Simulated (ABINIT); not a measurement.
Runs of ABINIT 10.8.3 (patched build) on Cd2S. The structure is trigonal, space group P3m1 (No. 156). Conventional cell: a = 3.963 Å, b = 3.963 Å, c = 5.809 Å, α = 90.00°, β = 90.00°, γ = 120.00°. Cd (site symmetry 3m) has 1 S at 2.52 Å as nearest neighbours. Around Cd (site symmetry 3m) lie 3 S at 2.60 Å. S (site symmetry 3m) is surrounded by 4 Cd at 2.52 to 2.60 Å. The cell comes from a database or a generator and needn't be the stable form of this composition.

```csv
task,level,potentials or basis,cell,k mesh,cutoff (eV),cell freedom (optcell),cutoff smearing ecutsm (Ha),optimiser (ionmov),force stop (Ha/bohr),fine-grid cutoff,gap on the mesh (eV),pressure (GPa),relaxed volume (Å³/atom),largest force (eV/Å)
relaxation of cell and atoms,LDA,JTH PAW LDA v2.0,relaxed,8 × 8 × 5,599,2,0.5,2,0.0005,1197.3 eV,(b),0.0,23.38,0.01
single point,PBE,JTH PAW PBE v2.0,as given,8 × 8 × 5,599,-,-,-,-,1197.3 eV,0.24,(c),-,0.07
relaxation of cell and atoms,r2SCAN,JTH PAW PBE v2.0,relaxed,7 × 7 × 4,707,2,0.5,22,5e-05,1306.15 eV,0.79,-,25.15,-
band structure,r2SCAN,JTH PAW PBE v2.0,as given,8 × 8 × 5,707,-,-,-,-,1306.15 eV,0.30,-,-,(a)
```

Alike in all rows: no spin polarisation; smearing fermi-dirac 0.05 eV.

Q: Fill in the values left out.

A: (a) 0.03; (b) 0.23; (c) -0.1.

Caveats: an odd mesh through Γ misses points on the zone boundary, where band edges often lie (some runs); the PAW data sets were made with another functional, which shifts forces and pressure a little (some runs).

A k mesh can miss the band edges, and the runs leave out spin-orbit coupling on Cd.

Not every run made on this cell is shown here.
